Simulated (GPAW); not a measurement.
Crystal: Ta3AsAu2O13.

```
Ta As Au O
1.0
     5.72385   -0.00745   -0.00403
     1.30279    6.25499    0.00561
     0.27574    1.30074    8.36754
Ta As Au O
3 1 2 13
Direct
  0.21713 0.30521 0.58431
  0.03325 0.11123 0.99855
  0.58248 0.62145 0.50482
  0.58707 0.89691 0.83049
  0.58004 0.09228 0.18613
  0.04485 0.82077 0.44682
  0.66201 0.69726 0.71088
  0.51632 0.13418 0.69625
  0.85098 0.88773 0.91932
  0.34466 0.87003 0.94651
  0.73015 0.29240 0.03095
  0.24622 0.21809 0.11075
  0.12900 0.09398 0.49104
  0.48032 0.38887 0.43499
  0.05966 0.26685 0.78594
  0.93330 0.53240 0.45645
  0.49975 0.85161 0.34971
  0.25256 0.62988 0.62473
  0.91878 0.95175 0.22636
```

The cell was built by a generator and needn't be a form met in nature.

Program: GPAW 26.7.0. Alike in all runs: task band structure; no spin polarisation; cell as given; k mesh 4 × 3 × 3; cutoff (eV) 800; smearing fermi-dirac 0.05 eV.

**Question.** Order these runs on this cell by their pressure, lowest first.
A. level LDA; potentials or basis the program's PAW data sets (release 1.2.1) made for this functional, pw
B. level PBE; potentials or basis GPAW PAW data sets (gpaw-data 1.2.1), pw
C. level PBEsol; potentials or basis PAW data sets generated in the run's folder for this functional, pw

**Answer.** A (-7.3 GPa), C (-2.5 GPa), B (2.2 GPa).

Caveats: with this Au data set, volumes or pressures lay over 1.5 % or 2 GPa off other programs in two to four cells of ten.

Not every run made on this cell is shown here.
